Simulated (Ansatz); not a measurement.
# Lu (bcc type): how the settings move a single-point run

How sensitive is a single-point run of Lu (bcc type) to its settings? A reference run comes first, then one run with altered input.

Computed with Ansatz 0.2.0 (reference: DFT, LDA, PAW with Ansatz's default frozen-core files, scalar-relativistic, unless a step's input says otherwise).

2 further runs of the same task are left out: 2 that didn't finish. Runs told in other sessions of the task aren't counted.

## 1. Starting point

The structure is cubic, space group Im-3m (No. 229). Conventional cell: a = 3.446 Å, b = 3.446 Å, c = 3.446 Å, α = 90.00°, β = 90.00°, γ = 90.00°. Lu (site symmetry m-3m) has 8 Lu at 2.98 Å in its first shell of neighbours.

Structure file:

```xyz
1
Lattice="-1.7232 1.7232 1.7232 1.7232 -1.7232 1.7232 1.7232 1.7232 -1.7232" Properties=species:S:1:pos:R:3 pbc="T T T"
Lu    0.0000    0.0000    0.0000
```

## 2. The reference run

Input file input.yaml:

```yaml
crystal:
  lattice:
    - [-1.7231807615, 1.7231807615, 1.7231807615]
    - [1.7231807615, -1.7231807615, 1.7231807615]
    - [1.7231807615, 1.7231807615, -1.7231807615]
  atoms:
    - { symbol: Lu, position: [0.0, 0.0, 0.0] }
kpoints:
  mp_grid: { grid: [14, 14, 14] }
scf:
  occupations: { method: fermi_dirac, width: 0.1 }
hamiltonian:
  xc: lda
  pseudopotentials: { kind: paw }
output:
  forces: true
  stress: true
  eigenvalues: true
  populations: true
```

Started as:

```
> ansatz run input.yaml --threads 1 --pin off --max-ram 2048MiB --backend cpu --events-out ev --progress --plain --runs-dir out
```

## 3. Variant: n_extra_bands 2

Changes to input.yaml since step 2:

```diff
@@ -11,2 +11,3 @@
   occupations: { method: fermi_dirac, width: 0.1 }
+  n_extra_bands: 2
 hamiltonian:
```

**Question.** What will these runs give? Wanted: for each run, ending; energy change; pressure; gap; force.

As calculated:

```
               run     ending  energy change  pressure (GPa)  gap (eV)  force (eV/Å)  cycles   time
         reference  converged              0            18.4      0.00          0.00       7  3.4 s
1: n_extra_bands 2  converged   0.0 meV/atom            18.4      0.00          0.00       7  3.1 s
```

Residual by cycle in the longest SCF loop of each run; runs are numbered as in the table. The quantity is the density residual dr2, in eV.

```
cycle  reference    run 1
    1    0.00285  0.00285
    2    0.00148  0.00148
    3     3.9e-4   3.8e-4
    4     4.1e-5   4.1e-5
    5     8.6e-7   9.4e-7
    6     9.4e-8   1.0e-7
    7     4.8e-9   7.5e-9
```

**Reading.** Energy and cycle count are those of the reference, so the change (band count) left the result and the number of cycles as they were. The structure is not at rest: the sound run finds 18 GPa, so these are no properties of the relaxed crystal. 
